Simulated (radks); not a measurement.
**Valence configurations of V³⁺**

NIST gives [Ar] 3d2 as the ground configuration of V³⁺. Does this level of theory agree? Several fillings of the valence shells are run.

The numbers are computed with radks (a radial shooting solver on a logarithmic mesh, Libxc functionals) version 1 (Dirac Kohn-Sham, PBE, spin-unpolarised, spherical densities, finite nucleus; open shells are shared between the two j in proportion to 2j + 1), except any that are marked as measured or tabulated.

### Step 1. The atom as given

```
element            : vanadium (Z = 23)
charge             : +3
electrons          : 20
configuration      : [Ar] 3d2
nuclear rms radius : 3.6002 fm
others tried       : 3d1 4p1; 3d0.5 4p1.5; 4p2; 3d1 4s1; 4s1 4p1; 3d1 4s0.5 4p0.5; 3d0.5 4s0.5 4p1; 3d1.5 4s0.5; 3d1.5 4p0.5
```

The outer shells:

V³⁺
```
[Ar] core
3d [↑ ][↑ ][  ][  ][  ]
```

### Step 2. [Ar] 3d2

Settings of this run:

```text
Z 23
configuration [Ar] 3d2
relativity Dirac
functional pbe,pbe
spin unpolarised
j_filling average
nucleus finite rms 3.6002 fm
c 137.035999084
```

On the command line:

```sh
> python run_ks.py task.json out
```

This one command runs every case of the session in turn.

### Step 3. [Ar] 3d1 4p1

Input: that of step 2 with these lines changed.

```diff
@@ -1,3 +1,3 @@
 Z 23
-configuration [Ar] 3d2
+configuration [Ar] 3d1 4p1
 relativity Dirac
```

### Step 4. [Ar] 3d0.5 4p1.5

Input: that of step 3 with these lines changed.

```diff
@@ -1,3 +1,3 @@
 Z 23
-configuration [Ar] 3d1 4p1
+configuration [Ar] 3d0.5 4p1.5
 relativity Dirac
```

### Step 5. [Ar] 4p2

Input: that of step 4 with these lines changed.

```diff
@@ -1,3 +1,3 @@
 Z 23
-configuration [Ar] 3d0.5 4p1.5
+configuration [Ar] 4p2
 relativity Dirac
```

### Step 6. [Ar] 3d1 4s1

Input: that of step 5 with these lines changed.

```diff
@@ -1,3 +1,3 @@
 Z 23
-configuration [Ar] 4p2
+configuration [Ar] 3d1 4s1
 relativity Dirac
```

### Step 7. [Ar] 4s1 4p1

Input: that of step 6 with these lines changed.

```diff
@@ -1,3 +1,3 @@
 Z 23
-configuration [Ar] 3d1 4s1
+configuration [Ar] 4s1 4p1
 relativity Dirac
```

### Step 8. [Ar] 3d1 4s0.5 4p0.5

Input: that of step 7 with these lines changed.

```diff
@@ -1,3 +1,3 @@
 Z 23
-configuration [Ar] 4s1 4p1
+configuration [Ar] 3d1 4s0.5 4p0.5
 relativity Dirac
```

### Step 9. [Ar] 3d0.5 4s0.5 4p1

Input: that of step 8 with these lines changed.

```diff
@@ -1,3 +1,3 @@
 Z 23
-configuration [Ar] 3d1 4s0.5 4p0.5
+configuration [Ar] 3d0.5 4s0.5 4p1
 relativity Dirac
```

### Step 10. [Ar] 3d1.5 4s0.5

Input: that of step 9 with these lines changed.

```diff
@@ -1,3 +1,3 @@
 Z 23
-configuration [Ar] 3d0.5 4s0.5 4p1
+configuration [Ar] 3d1.5 4s0.5
 relativity Dirac
```

### Step 11. [Ar] 3d1.5 4p0.5

Input: that of step 10 with these lines changed.

```diff
@@ -1,3 +1,3 @@
 Z 23
-configuration [Ar] 3d1.5 4s0.5
+configuration [Ar] 3d1.5 4p0.5
 relativity Dirac
```

**Question.** What will these runs give? Wanted: for each run, valence; E − E(NIST configuration); highest level; its energy; 1s shift.

**Answer**, as computed:

| valence | E − E(NIST configuration) (eV) | highest level | its energy (eV) | 1s shift (eV) |
| --- | --- | --- | --- | --- |
| 3d2 | 0.000 | 3d5/2 | -36.921 | +0.00 |
| 3d1.5 4s0.5 | 5.054 | 4s1/2 | -29.083 | -4.09 |
| 3d1.5 4p0.5 | 8.080 | 4p3/2 | -23.286 | -4.62 |
| 3d1 4s1 | 11.135 | 4s1/2 | -30.373 | -8.45 |
| 3d1 4s0.5 4p0.5 | 14.259 | 4p3/2 | -24.361 | -8.97 |
| 3d1 4p1 | 17.388 | 4p3/2 | -24.635 | -9.49 |
| 3d0.5 4s0.5 4p1 | 24.767 | 4p3/2 | -25.701 | -14.09 |
| 3d0.5 4p1.5 | 28.002 | 4p3/2 | -25.950 | -14.59 |
| 4s1 4p1 | 33.326 | 4p3/2 | -26.748 | -18.93 |
| 4p2 | 40.012 | 4p3/2 | -27.206 | -19.91 |

**Reading.** The NIST configuration is the lowest of those tried, 5.054 eV under 3d1.5 4s0.5. The energies are those of spherical spin-averaged densities, not of single terms. The 1s eigenvalue shifts by up to 19.91 eV as the valence charge is rearranged.
